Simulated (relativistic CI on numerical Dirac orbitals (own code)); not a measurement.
# Xe³⁺: one ion under different settings

Aim: see what numerical and physical settings do to the SCF, the total energy and the lowest levels of Xe³⁺.

Method: Dirac-Coulomb-Breit CI, KLI orbitals optimised for each configuration, model QED (radiative potential, 1s self-energy scaled to tabulated hydrogen-like ionisation energies), numerical settings as typed. Code: relativistic CI on numerical Dirac orbitals (own code) version 3.

## (1) The atom as given

```
ion            : Xe³⁺ (Xe IV)
nuclear charge : 54
electrons      : 51
isotope        : A = 132
```

## (2) An attempt

Settings, as recorded:

```ini
atom Xe  Z=54  charge=3  electrons=51
nucleus A=132  rms_radius_fm=4.7859
hamiltonian dirac-coulomb  breit=on  qed=on  c_scale=1
orbitals kli  potential=per-configuration
slater_scale 1
correlation none
mixing on
grid step=0.0125 r_max=50.3
scf mixing=0.4 start=green max_iterations=84 tolerance=2e-08 node_fill=0.05
configurations
  [Kr] 4d10 5s2 5p3
  [Kr] 4d10 5s 5p4
  [Kr] 4d10 5s2 5p2 5d 6s
end
```

Started as:

```console
$ python run_levels.py task.json out
```

task.json lists these runs, among others, and the program works through them in turn.

Results of the run (chosen fields of its result record, rounded):

```text
{
  "status": "refused",
  "warnings": ["configuration [Kr] 4d10 5s2 5p2 5d 6s has 52 electrons, the ion has 51"]
}
```

Run time: 0.00049 s. Hardware: 1 thread of Neoverse-V2, shared host.

Cause: the program refused the input. The electrons of a configuration don't add up to Z less the charge. The input had one electron too many in the last configuration. The cure is to make charge and configurations agree.

## (3) An attempt

Settings, as recorded:

```ini
atom Xe  Z=54  charge=5  electrons=49
nucleus A=132  rms_radius_fm=4.7859
hamiltonian dirac-coulomb  breit=on  qed=on  c_scale=1
orbitals kli  potential=per-configuration
slater_scale 1
correlation none
mixing on
grid step=0.0125 r_max=50.3
scf mixing=0.4 start=green max_iterations=95 tolerance=2e-08 node_fill=0.05
configurations
  [Kr] 4d10 5s2 5p3
  [Kr] 4d10 5s 5p4
  [Kr] 4d10 5s2 5p2 5d
end
```

Result record:

```text
{
  "status": "refused",
  "warnings": ["configuration [Kr] 4d10 5s2 5p3 has 51 electrons, the ion has 49"]
}
```

Wall time 0.00038 s (1 thread of Neoverse-V2, shared host).

Diagnosis: the program refused the input. The electrons of a configuration don't add up to Z less the charge. The input had charge 5. The cure is to make charge and configurations agree.

## (4) With the usual settings

Settings, as recorded:

```ini
atom Xe  Z=54  charge=3  electrons=51
nucleus A=132  rms_radius_fm=4.7859
hamiltonian dirac-coulomb  breit=on  qed=on  c_scale=1
orbitals kli  potential=per-configuration
slater_scale 1
correlation none
mixing on
grid step=0.0125 r_max=50.3
scf mixing=0.4 start=green max_iterations=150 tolerance=2e-08 node_fill=0.05
configurations
  [Kr] 4d10 5s2 5p3
  [Kr] 4d10 5s 5p4
  [Kr] 4d10 5s2 5p2 5d
end
```

Result record:

```text
{
  "status": "converged",
  "levels [i, E_cm, J2, conf, term, w_term, w_jj]": [
    [0, 0, 3, "5s2 5p3", "4S*", 0.9065, 0.5071],
    [1, 17213.574, 3, "5s2 5p3", "2D*", 0.7932, 0.5877],
    [2, 21550.227, 5, "5s2 5p3", "2D*", 1, 1],
    [3, 34072.48, 1, "5s2 5p3", "2P*", 1, 1],
    [4, 41187.167, 3, "5s2 5p3", "2P*", 0.7693, 0.892],
    [5, 92651.793, 5, "5s 5p4", "4P", 0.833, 0.7075],
    [6, 99714.805, 3, "5s 5p4", "4P", 0.8335, 0.6758],
    [7, 102290.14, 1, "5s 5p4", "4P", 0.8167, 0.3284],
    [8, 120223.81, 3, "5s 5p4", "2D", 0.5407, 0.3216],
    [9, 123669.22, 5, "5s 5p4", "2D", 0.6427, 0.5751],
    [10, 132106.37, 3, "5s2 5p2 5d", "4F", 0.3263, 0.4976],
    [11, 133661.16, 3, "5s2 5p2 5d", "4F", 0.5203, 0.5592],
    [12, 135169.37, 5, "5s2 5p2 5d", "4F", 0.7541, 0.4307],
    [13, 136358.49, 1, "5s2 5p2 5d", "2P", 0.5003, 0.4734],
    "... 16 more rows left out ..."
  ],
  "total_energy [Ha]": -7435.0280837,
  "n_levels_all": 41,
  "overlap": 8.73239e-12,
  "scf_iterations": [11, 11, 12],
  "orbital_energies [Ha]": {"1s": -1262.4, "2s": -197.646, "2p1/2": -185.71, "2p3/2": -173.813, "3s": -41.6644, "3p1/2": -36.7202, "3p3/2": -34.452, "3d3/2": -25.7806, "3d5/2": -25.3021, "4s": -8.64447, "4p1/2": -6.89484, "4p3/2": -6.4483, "4d3/2": -3.6177, "4d5/2": -3.54539, "5s": -2.00865, "5p1/2": -1.56963, "5p3/2": -1.50943},
  "configurations [conf, odd, states, E_av_Ha, breit_Ha, qed_Ha]": [
    ["5s2 5p3", 1, 20, -7444.544793, 5.769, 3.846],
    ["5s 5p4", 0, 30, -7444.014895, 5.769, 3.845],
    ["5s2 5p2 5d", 0, 150, -7443.902431, 5.768, 3.846]
  ],
  "scf_steps of the first configuration [iteration, E_Ha, residual, outer_eigenvalue_Ha]": [
    [1, -7425.911766, 2.18, -2.207],
    [2, -7442.22459, 0.813, -1.691],
    [3, -7444.46428, 0.149, -1.503],
    [4, -7444.535525, 0.0617, -1.528],
    [5, -7444.545118, 0.015, -1.514],
    [6, -7444.544455, 0.00401, -1.508],
    [7, -7444.54482, 0.000388, -1.509],
    [8, -7444.544798, 0.000102, -1.509],
    [9, -7444.544793, 4.97e-06, -1.509],
    [10, -7444.544793, 7.78e-07, -1.509],
    [11, -7444.544793, 3.63e-09, -1.509]
  ]
}
```

Wall time 0.21 s (1 thread of Neoverse-V2, shared host).

## (5) Breit term off, potential mixing 0.7, tolerance 1e-06

Settings, as recorded:

```ini
atom Xe  Z=54  charge=3  electrons=51
nucleus A=132  rms_radius_fm=4.7859
hamiltonian dirac-coulomb  breit=off  qed=on  c_scale=1
orbitals kli  potential=per-configuration
slater_scale 1
correlation none
mixing on
grid step=0.0125 r_max=50.3
scf mixing=0.7 start=green max_iterations=150 tolerance=1e-06 node_fill=0.05
configurations
  [Kr] 4d10 5s2 5p3
  [Kr] 4d10 5s 5p4
  [Kr] 4d10 5s2 5p2 5d
end
```

Result record:

```text
{
  "status": "converged",
  "levels [i, E_cm, J2, conf, term, w_term]": [
    [0, 0, 3, "5s2 5p3", "4S*", 0.9035],
    [1, 17214.414, 3, "5s2 5p3", "2D*", 0.7905],
    [2, 21631.138, 5, "5s2 5p3", "2D*", 1],
    [3, 34149.02, 1, "5s2 5p3", "2P*", 1],
    [4, 41419.909, 3, "5s2 5p3", "2P*", 0.7667],
    [5, 92654.257, 5, "5s 5p4", "4P", 0.8331],
    [6, 99825.357, 3, "5s 5p4", "4P", 0.8334],
    [7, 102420.71, 1, "5s 5p4", "4P", 0.8163],
    "... 22 more rows left out ..."
  ],
  "total_energy [Ha]": -7440.7971989,
  "n_levels_all": 41,
  "overlap": 8.73236e-12,
  "scf_iterations": [8, 8, 9],
  "orbital_energies [Ha]": {"1s": -1262.4, "2s": -197.646, "2p1/2": -185.71, "2p3/2": -173.813, "3s": -41.6644, "3p1/2": -36.7202, "3p3/2": -34.452, "3d3/2": -25.7806, "3d5/2": -25.3021, "4s": -8.64447, "4p1/2": -6.89484, "4p3/2": -6.44829, "4d3/2": -3.6177, "4d5/2": -3.54539, "5s": -2.00865, "5p1/2": -1.56963, "5p3/2": -1.50943},
  "configurations [conf, odd, states, E_av_Ha, breit_Ha, qed_Ha]": [
    ["5s2 5p3", 1, 20, -7444.544793, 0, 3.846],
    ["5s 5p4", 0, 30, -7444.014895, 0, 3.845],
    ["5s2 5p2 5d", 0, 150, -7443.902431, 0, 3.846]
  ],
  "scf_steps of the first configuration [iteration, E_Ha, residual, outer_eigenvalue_Ha]": [
    [1, -7425.911766, 2.18, -2.207],
    [2, -7443.370347, 0.588, -1.413],
    [3, -7444.535018, 0.0742, -1.538],
    [4, -7444.544916, 0.0108, -1.51],
    [5, -7444.544742, 0.000895, -1.508],
    [6, -7444.544786, 5.63e-05, -1.509],
    [7, -7444.544793, 1.2e-05, -1.509],
    [8, -7444.544793, 2.44e-07, -1.509]
  ]
}
```

Run time: 0.17 s. Hardware: 1 thread of Neoverse-V2, shared host.

## (6) Grid step 0.04, potential mixing 0.1

Settings, as recorded:

```ini
atom Xe  Z=54  charge=3  electrons=51
nucleus A=132  rms_radius_fm=4.7859
hamiltonian dirac-coulomb  breit=on  qed=on  c_scale=1
orbitals kli  potential=per-configuration
slater_scale 1
correlation none
mixing on
grid step=0.04 r_max=50.3
scf mixing=0.1 start=green max_iterations=150 tolerance=2e-08 node_fill=0.05
configurations
  [Kr] 4d10 5s2 5p3
  [Kr] 4d10 5s 5p4
  [Kr] 4d10 5s2 5p2 5d
end
```

Result record:

```text
{
  "status": "converged",
  "levels [i, E_cm, J2, conf, term, w_term]": [
    [0, 0, 3, "5s2 5p3", "4S*", 0.9065],
    [1, 17213.571, 3, "5s2 5p3", "2D*", 0.7932],
    [2, 21550.207, 5, "5s2 5p3", "2D*", 1],
    [3, 34072.459, 1, "5s2 5p3", "2P*", 1],
    [4, 41187.109, 3, "5s2 5p3", "2P*", 0.7693],
    [5, 92651.73, 5, "5s 5p4", "4P", 0.833],
    [6, 99714.719, 3, "5s 5p4", "4P", 0.8335],
    [7, 102290.05, 1, "5s 5p4", "4P", 0.8167],
    "... 22 more rows left out ..."
  ],
  "total_energy [Ha]": -7435.0275513,
  "n_levels_all": 41,
  "overlap": 3.04241e-08,
  "scf_iterations": [13, 13, 16],
  "orbital_energies [Ha]": {"1s": -1262.4, "2s": -197.646, "2p1/2": -185.71, "2p3/2": -173.813, "3s": -41.6644, "3p1/2": -36.7202, "3p3/2": -34.452, "3d3/2": -25.7806, "3d5/2": -25.3021, "4s": -8.64447, "4p1/2": -6.89484, "4p3/2": -6.44829, "4d3/2": -3.6177, "4d5/2": -3.54539, "5s": -2.00864, "5p1/2": -1.56963, "5p3/2": -1.50943},
  "configurations [conf, odd, states, E_av_Ha, breit_Ha, qed_Ha]": [
    ["5s2 5p3", 1, 20, -7444.544249, 5.769, 3.846],
    ["5s 5p4", 0, 30, -7444.014351, 5.769, 3.845],
    ["5s2 5p2 5d", 0, 150, -7443.901887, 5.768, 3.846]
  ],
  "scf_steps of the first configuration [iteration, E_Ha, residual, outer_eigenvalue_Ha]": [
    [1, -7425.91121, 2.18, -2.207],
    [2, -7431.334888, 1.83, -2.061],
    [3, -7444.297224, 0.205, -1.489],
    [4, -7444.261966, 0.201, -1.483],
    [5, -7444.541107, 0.0434, -1.523],
    [6, -7444.543366, 0.03, -1.519],
    [7, -7444.543637, 0.0067, -1.506],
    [8, -7444.544091, 0.00216, -1.508],
    [9, -7444.544263, 0.000243, -1.51],
    [10, -7444.544256, 0.000151, -1.51],
    [11, -7444.544249, 1.24e-06, -1.509],
    [12, -7444.544249, 7.57e-07, -1.509],
    [13, -7444.544249, 1.41e-08, -1.509]
  ]
}
```

Run time: 0.087 s. Hardware: 1 thread of Neoverse-V2, shared host.

## (7) Slater scale 0.5

Settings, as recorded:

```ini
atom Xe  Z=54  charge=3  electrons=51
nucleus A=132  rms_radius_fm=4.7859
hamiltonian dirac-coulomb  breit=on  qed=on  c_scale=1
orbitals kli  potential=per-configuration
slater_scale 0.5
correlation none
mixing on
grid step=0.0125 r_max=50.3
scf mixing=0.4 start=green max_iterations=150 tolerance=2e-08 node_fill=0.05
configurations
  [Kr] 4d10 5s2 5p3
  [Kr] 4d10 5s 5p4
  [Kr] 4d10 5s2 5p2 5d
end
```

Result record:

```text
{
  "status": "converged",
  "levels [i, E_cm, J2, conf, term, w_term]": [
    [0, 0, 3, "5s2 5p3", "4S*", 0.6612],
    [1, 10713.501, 3, "5s2 5p3", "2D*", 0.6372],
    [2, 14684.143, 5, "5s2 5p3", "2D*", 1],
    [3, 20947.456, 1, "5s2 5p3", "2P*", 1],
    [4, 30280.099, 3, "5s2 5p3", "2P*", 0.6599],
    [5, 106364, 5, "5s 5p4", "4P", 0.847],
    [6, 113461.59, 3, "5s 5p4", "4P", 0.8143],
    [7, 114902.36, 1, "5s 5p4", "4P", 0.7776],
    "... 22 more rows left out ..."
  ],
  "total_energy [Ha]": -7434.9968555,
  "n_levels_all": 41,
  "overlap": 8.73239e-12,
  "scf_iterations": [11, 11, 12],
  "orbital_energies [Ha]": {"1s": -1262.4, "2s": -197.646, "2p1/2": -185.71, "2p3/2": -173.813, "3s": -41.6644, "3p1/2": -36.7202, "3p3/2": -34.452, "3d3/2": -25.7806, "3d5/2": -25.3021, "4s": -8.64447, "4p1/2": -6.89484, "4p3/2": -6.4483, "4d3/2": -3.6177, "4d5/2": -3.54539, "5s": -2.00865, "5p1/2": -1.56963, "5p3/2": -1.50943},
  "configurations [conf, odd, states, E_av_Ha, breit_Ha, qed_Ha]": [
    ["5s2 5p3", 1, 20, -7444.544793, 5.769, 3.846],
    ["5s 5p4", 0, 30, -7444.014895, 5.769, 3.845],
    ["5s2 5p2 5d", 0, 150, -7443.902431, 5.768, 3.846]
  ],
  "scf_steps of the first configuration [iteration, E_Ha, residual, outer_eigenvalue_Ha]": [
    [1, -7425.911766, 2.18, -2.207],
    [2, -7442.22459, 0.813, -1.691],
    [3, -7444.46428, 0.149, -1.503],
    [4, -7444.535525, 0.0617, -1.528],
    [5, -7444.545118, 0.015, -1.514],
    [6, -7444.544455, 0.00401, -1.508],
    [7, -7444.54482, 0.000388, -1.509],
    [8, -7444.544798, 0.000102, -1.509],
    [9, -7444.544793, 4.97e-06, -1.509],
    [10, -7444.544793, 7.78e-07, -1.509],
    [11, -7444.544793, 3.63e-09, -1.509]
  ]
}
```

Run time: 0.21 s. Hardware: 1 thread of Neoverse-V2, shared host.

## (8) Node fill 0.01

Settings, as recorded:

```ini
atom Xe  Z=54  charge=3  electrons=51
nucleus A=132  rms_radius_fm=4.7859
hamiltonian dirac-coulomb  breit=on  qed=on  c_scale=1
orbitals kli  potential=per-configuration
slater_scale 1
correlation none
mixing on
grid step=0.0125 r_max=50.3
scf mixing=0.4 start=green max_iterations=150 tolerance=2e-08 node_fill=0.01
configurations
  [Kr] 4d10 5s2 5p3
  [Kr] 4d10 5s 5p4
  [Kr] 4d10 5s2 5p2 5d
end
```

Result record:

```text
{
  "status": "converged",
  "levels [i, E_cm, J2, conf, term, w_term]": [
    [0, 0, 3, "5s2 5p3", "4S*", 0.9077],
    [1, 17236.838, 3, "5s2 5p3", "2D*", 0.7943],
    [2, 21549.092, 5, "5s2 5p3", "2D*", 1],
    [3, 34088.424, 1, "5s2 5p3", "2P*", 1],
    [4, 41152.515, 3, "5s2 5p3", "2P*", 0.7703],
    [5, 92611.875, 5, "5s 5p4", "4P", 0.833],
    [6, 99638.931, 3, "5s 5p4", "4P", 0.8336],
    [7, 102209.36, 1, "5s 5p4", "4P", 0.817],
    "... 22 more rows left out ..."
  ],
  "total_energy [Ha]": -7435.0240758,
  "n_levels_all": 41,
  "overlap": 8.56313e-12,
  "scf_iterations": [11, 11, 12],
  "orbital_energies [Ha]": {"1s": -1262.75, "2s": -197.805, "2p1/2": -185.886, "2p3/2": -173.982, "3s": -41.7386, "3p1/2": -36.7975, "3p3/2": -34.5269, "3d3/2": -25.8594, "3d5/2": -25.3798, "4s": -8.66145, "4p1/2": -6.91184, "4p3/2": -6.46413, "4d3/2": -3.63243, "4d5/2": -3.5598, "5s": -2.01405, "5p1/2": -1.57402, "5p3/2": -1.51341},
  "configurations [conf, odd, states, E_av_Ha, breit_Ha, qed_Ha]": [
    ["5s2 5p3", 1, 20, -7444.544516, 5.772, 3.847],
    ["5s 5p4", 0, 30, -7444.014569, 5.772, 3.845],
    ["5s2 5p2 5d", 0, 150, -7443.902124, 5.771, 3.847]
  ],
  "scf_steps of the first configuration [iteration, E_Ha, residual, outer_eigenvalue_Ha]": [
    [1, -7425.911766, 2.16, -2.207],
    [2, -7442.158315, 0.806, -1.694],
    [3, -7444.463578, 0.148, -1.507],
    [4, -7444.528785, 0.0608, -1.532],
    [5, -7444.543736, 0.0149, -1.518],
    [6, -7444.544512, 0.00394, -1.512],
    [7, -7444.544502, 0.000349, -1.513],
    [8, -7444.544514, 0.000102, -1.513],
    [9, -7444.544516, 4.66e-06, -1.513],
    [10, -7444.544516, 8.13e-07, -1.513],
    [11, -7444.544516, 3.54e-09, -1.513]
  ]
}
```

It took 0.23 s on 1 thread of Neoverse-V2, shared host.

## (9) Comparison

| setting | total energy less usual (Ha) | largest shift of a level among the lowest eight of both runs, same label and place (cm⁻¹) | SCF iterations | time | lowest level | kind of change |
| --- | --- | --- | --- | --- | --- | --- |
| usual | 0 | 0 | 34 | 0.21 s | 5p3 4S°3/2 | - |
| Breit term off, potential mixing 0.7, tolerance 1e-06 | -5.77 | 233 | 25 | 0.17 s | 5p3 4S°3/2 | model term |
| grid step 0.04, potential mixing 0.1 | 0.000532 | 0.0907 | 42 | 0.087 s | 5p3 4S°3/2 | numerical |
| Slater scale 0.5 | 0.0312 | 13700 | 34 | 0.21 s | 5p3 4S°3/2 | model term |
| node fill 0.01 | 0.00401 | 80.8 | 34 | 0.23 s | 5p3 4S°3/2 | numerical |

## (10) Outcome

| quantity | value |
| --- | --- |
| lowest level, usual settings | 5p3 4S°3/2 |
| total energy | -7435.0281 Ha |
| first excitation | 17213.6 cm⁻¹ |
| runs without a result | 2 |

In words: Among the runs whose levels can be followed, they move most under «Slater scale 0.5» (model term), by up to 13700 cm⁻¹. Only the listed configurations are in the model. Near neutrality, missing correlation can shift configurations against each other by thousands of cm⁻¹.
